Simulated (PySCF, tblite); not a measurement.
# C₃H₆F₃OPSi: infrared bands and NMR shifts

Wanted: the infrared bands and NMR shifts of C₃H₆F₃OPSi (`O=[P@@H](C[SiH3])C(F)=C(F)F`), by calculation.

Programs: tblite 0.8.0 and PySCF 2.14.0, with density-fitted response routines of our own. Each step states its level of theory. These are calculated values for one molecule in the gas phase, unless marked as measured. Atoms count from 0, in the outputs and in this text.

**1. Starting geometry**

15 atoms, charge 0, multiplicity 1; geometry from: GFN2-xTB.

Bonds of the start (Å): O0–P1 1.46, P1–C2 1.80, C2–Si3 1.91, P1–C4 1.84, C4–F5 1.34, C4–C6 1.32, C6–F7 1.33, C6–F8 1.32, P1–H9 1.39, C2–H10 1.09, C2–H11 1.09, Si3–H12 1.47, Si3–H13 1.46, Si3–H14 1.46.

**2. Infrared spectrum with GFN2-xTB**

What the job is given:

```
{"job": {"kind": "ir", "xc": "GFN2-xTB", "basis": "xTB"}, "charge": 0, "multiplicity": 1}
O     -0.307465     0.215550    -1.989132
P     -0.246777    -0.462540    -0.698583
C      0.785600     0.300652     0.564896
Si     2.575348     0.266113    -0.108119
C     -1.919472    -0.702053     0.035896
F     -2.367580    -1.952497     0.207374
C     -2.674964     0.350269     0.310421
F     -2.189793     1.573922     0.158959
F     -3.908855     0.384662     0.778188
H      0.120747    -1.804812    -0.757974
H      0.684144    -0.232952     1.506935
H      0.443102     1.327172     0.695373
H      2.918056    -1.132035    -0.387097
H      3.416548     0.789587     0.968801
H      2.666946     1.086952    -1.307849
```

**Question.** This job is followed by: GIAO PBE0/pcSseg-1 NMR shielding, non-relativistic, gas phase. Predict these results of the whole session: strongest single infrared mode (GFN2-xTB); zero-point energy (GFN2-xTB); 13C shifts against TMS (PBE0/pcSseg-1); 1H shifts against TMS (PBE0/pcSseg-1, means over atoms taken as alike); 17O shifts against H2O (PBE0/pcSseg-1); 31P shifts against H3PO4 (PBE0/pcSseg-1); 29Si shifts against TMS (PBE0/pcSseg-1); 19F shifts against CFCl3 (PBE0/pcSseg-1).

As calculated:

| quantity | value |
| --- | --- |
| strongest single infrared mode (GFN2-xTB) | 774 cm⁻¹, 505 km/mol |
| zero-point energy (GFN2-xTB) | 52.1 kcal/mol |
| 13C shifts against TMS (PBE0/pcSseg-1) | 170.8, 139.8, 13.5 ppm |
| 1H shifts against TMS (PBE0/pcSseg-1, means over atoms taken as alike) | 7.44, 4.19, 1.92, 0.73 ppm |
| 17O shifts against H2O (PBE0/pcSseg-1) | 106.0 ppm |
| 31P shifts against H3PO4 (PBE0/pcSseg-1) | -9.9 ppm |
| 29Si shifts against TMS (PBE0/pcSseg-1) | -73.8 ppm |
| 19F shifts against CFCl3 (PBE0/pcSseg-1) | -84.3, -116.2, -208.6 ppm |

No mode is imaginary among the 39: a minimum at this level. The strongest single mode, at 774 cm⁻¹, is spread over several atoms, H12, H13, Si3, C2 among them. Unscaled tight-binding wavenumbers are off by several per cent, some by more. Its intensities can rank the bands wrongly.
